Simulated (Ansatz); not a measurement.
# CH₉BOSi₂: up Jacob's ladder to CCSD(T)

An exercise on one series of results from a longer session: the logs are not shown, and one member is left open.

The runs use Ansatz 0.2.0, Gaussian basis; functionals in def2-TZVPP, the program's frozen cores in correlated methods.

Levels to be run: PBE-D4, r2SCAN-D4, PBE0-D4, B3LYP-D4, ωB97X-V, ωB97M-V, B2PLYP; CCSD(T)/def2-TZVPP; MP2/def2-QZVPP; extrapolation to the limit.

### The relaxed structure

The geometry comes from an earlier relaxation with PBE0-D4 in a triple-zeta def2 set; it is a stationary point, not always the lowest conformer.

SMILES `B[SiH2]OC[SiH3]`, 14 atoms, charge 0, spin multiplicity 1.

Atoms are counted from 1 here; the program's logs count them from 0.

Bond lengths: B1–Si2 2.006 Å, B1–H6 1.197 Å, B1–H7 1.196 Å, Si2–O3 1.654 Å, Si2–H8 1.500 Å, Si2–H9 1.487 Å, O3–C4 1.419 Å, C4–Si5 1.889 Å, C4–H10 1.100 Å, C4–H11 1.100 Å, Si5–H12 1.485 Å, Si5–H13 1.485 Å, Si5–H14 1.489 Å. Angles: Si2–B1–H6 118.7°, Si2–B1–H7 124.3°, H6–B1–H7 117.0°, B1–Si2–O3 115.5°, B1–Si2–H8 106.4°, B1–Si2–H9 111.2°, O3–Si2–H8 109.8°, O3–Si2–H9 105.4°, H8–Si2–H9 108.6°, Si2–O3–C4 120.7°, O3–C4–Si5 108.8°, O3–C4–H10 110.9°, O3–C4–H11 111.2°, Si5–C4–H10 109.8°, Si5–C4–H11 109.5°, H10–C4–H11 106.6°, C4–Si5–H12 110.0°, C4–Si5–H13 109.9° and more.

Set-up of the first run:

in.yaml

```yaml
crystal:
  periodic: [false, false, false]
  atoms:
    - {symbol: B, position_ang: [-1.972128, -1.256331, 1.469690]}
    - {symbol: Si, position_ang: [0.028881, -1.130712, 1.419893]}
    - {symbol: O, position_ang: [0.641750, 0.111079, 0.515025]}
    - {symbol: C, position_ang: [0.358166, 0.206592, -0.871568]}
    - {symbol: Si, position_ang: [1.095230, 1.814136, -1.535917]}
    - {symbol: H, position_ang: [-2.481197, -2.043563, 2.214630]}
    - {symbol: H, position_ang: [-2.705477, -0.605907, 0.783877]}
    - {symbol: H, position_ang: [0.521751, -2.440935, 0.882115]}
    - {symbol: H, position_ang: [0.588595, -0.937862, 2.783815]}
    - {symbol: H, position_ang: [0.780028, -0.649547, -1.417452]}
    - {symbol: H, position_ang: [-0.725776, 0.194878, -1.057445]}
    - {symbol: H, position_ang: [2.566000, 1.822735, -1.330668]}
    - {symbol: H, position_ang: [0.490475, 2.975772, -0.835089]}
    - {symbol: H, position_ang: [0.800602, 1.910465, -2.992207]}
basis:
  gaussian: {orbitals: def2-TZVPP}
hamiltonian: {xc: pbe, dispersion: d4}
output: {forces: true, orbitals: {seedname: orbitals}}
```

On the command line:

```sh
$ ansatz run in.yaml --threads 4 --pin off --events-out ev --progress --plain --max-ram 10444MiB
```

Among the steps run: PBE-D4 (GGA); r2SCAN-D4 (meta-GGA); PBE0-D4 (hybrid); B3LYP-D4 (hybrid); ωB97X-V (range-separated); ωB97M-V (range-separated); B2PLYP (double hybrid); CCSD(T) in def2-TZVPP; MP2 in def2-QZVPP.

One table of the session follows, with a row left open; its other results are not shown here.

```
            method  atomisation energy (kJ/mol)
            PBE-D4                       4665.0
         r2SCAN-D4                       4666.4
           PBE0-D4                       4627.4
          B3LYP-D4                       4667.3
           ωB97X-V                       4690.6
           ωB97M-V                            ?
            B2PLYP                       4607.6
     HF/def2-TZVPP                       3530.4
    MP2/def2-TZVPP                       4565.1
   CCSD/def2-TZVPP                       4498.6
CCSD(T)/def2-TZVPP                       4545.6
           MP2/CBS                       4677.9
       CCSD(T)/CBS                       4658.4
```

Estimate the missing values for ωB97M-V.

**Answer.** atomisation energy (kJ/mol): 4672.4. In the column «atomisation energy (kJ/mol)» it lies between B3LYP-D4 (4667.3) and MP2/CBS (4677.9).
